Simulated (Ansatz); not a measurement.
# H5N3OW: one species, many methods

One table from this session's results is given with a row withheld; the runs are named, their logs left out.

The runs use Ansatz 0.2.0, Gaussian basis; functionals in def2-TZVPP, the program's frozen cores in correlated methods.

The runs, in order: LDA (SPW92), PBE-D4, revPBE-D4, BLYP-D4, r2SCAN-D4, B97M-V, PBE0-D4, B3LYP-D4, r2SCANh-D4, r2SCAN0-D4, HSE06-D4, BHLYP-D4, CAM-B3LYP-D4, LC-ωPBE, ωB97X-V, ωB97M-V, B2PLYP, PBE-QIDH; CCSD(T)/def2-SVP; CCSD(T)/def2-TZVPP; MP2/def2-QZVPP; extrapolation to the limit; RPA on PBE.

### The geometry

The geometry comes from an earlier relaxation with PBE0-D4 in a triple-zeta def2 set; it is a stationary point, not always the lowest conformer. W takes the def2 core potential; no spin-orbit term is included.

SMILES `[NH]=[W](=[NH])([NH2])[OH]`, 10 atoms, charge 0, spin multiplicity 1.

Atoms are counted from 1 here; the program's logs count them from 0.

Bond lengths: N1–W2 1.753 Å, N1–H6 1.007 Å, W2–N3 1.755 Å, W2–N4 1.951 Å, W2–O5 1.912 Å, N3–H7 1.007 Å, N4–H8 1.007 Å, N4–H9 1.007 Å, O5–H10 0.959 Å. Angles: W2–N1–H6 158.5°, N1–W2–N3 114.9°, N1–W2–N4 106.9°, N1–W2–O5 107.7°, N3–W2–N4 106.6°, N3–W2–O5 109.0°, N4–W2–O5 111.9°, W2–N3–H7 155.6°, W2–N4–H8 123.4°, W2–N4–H9 123.3°, H8–N4–H9 111.5°, W2–O5–H10 119.2°.

The first run:

in.yaml reads:

```yaml
crystal:
  periodic: [false, false, false]
  atoms:
    - {symbol: N, position_ang: [-1.341172, 0.328689, -1.244409]}
    - {symbol: W, position_ang: [0.043807, 0.181559, -0.180036]}
    - {symbol: N, position_ang: [1.253528, -0.979832, -0.696693]}
    - {symbol: N, position_ang: [-0.628385, -0.444047, 1.541690]}
    - {symbol: O, position_ang: [0.856719, 1.906715, -0.043562]}
    - {symbol: H, position_ang: [-1.930876, 0.160998, -2.042765]}
    - {symbol: H, position_ang: [1.656535, -1.677671, -1.301386]}
    - {symbol: H, position_ang: [-0.131870, -1.096958, 2.126559]}
    - {symbol: H, position_ang: [-1.590154, -0.350547, 1.826734]}
    - {symbol: H, position_ang: [1.811869, 1.971074, 0.013868]}
basis:
  gaussian: {orbitals: def2-TZVPP}
hamiltonian: {xc: lda}
output: {orbitals: {seedname: orbitals}}
```

Steps of the session up to this table: LDA; PBE-D4 (GGA); revPBE-D4 (GGA); BLYP-D4 (GGA); r2SCAN-D4 (meta-GGA); B97M-V (meta-GGA); PBE0-D4 (hybrid); B3LYP-D4 (hybrid); r2SCANh-D4 (hybrid); r2SCAN0-D4 (hybrid); HSE06-D4 (hybrid); BHLYP-D4 (hybrid); CAM-B3LYP-D4 (range-separated); LC-ωPBE (range-separated); ωB97X-V (range-separated); ωB97M-V (range-separated); B2PLYP (double hybrid); PBE-QIDH (double hybrid).

One of the session's tables, all rows but one given; the rest of the session is left out.

It belongs to the step «Frontier levels by functional». 

| functional | HOMO (eV) | gap (eV) |
| --- | --- | --- |
| LDA (SPW92) | -6.16 | 4.76 |
| PBE-D4 | -5.95 | 4.76 |
| revPBE-D4 | -5.88 | 4.76 |
| BLYP-D4 | -5.82 | 4.72 |
| r2SCAN-D4 | -6.24 | 5.18 |
| B97M-V | -6.26 | 5.29 |
| PBE0-D4 | -7.27 | 6.91 |
| B3LYP-D4 | -7.04 | 6.44 |
| r2SCANh-D4 | -6.73 | 5.99 |
| r2SCAN0-D4 | -7.47 | 7.20 |
| HSE06-D4 | -6.87 | 6.13 |
| BHLYP-D4 | -8.48 | 9.03 |
| CAM-B3LYP-D4 | -8.63 | 9.32 |
| LC-ωPBE | -9.98 | 11.84 |
| ωB97X-V | ? | ? |
| ωB97M-V | -9.53 | 10.98 |

Q: Estimate the row for ωB97X-V from the others.

**Answer.** HOMO (eV): -9.61; gap (eV): 11.35. In the column «HOMO (eV)» it lies between LC-ωPBE (-9.98) and ωB97M-V (-9.53).
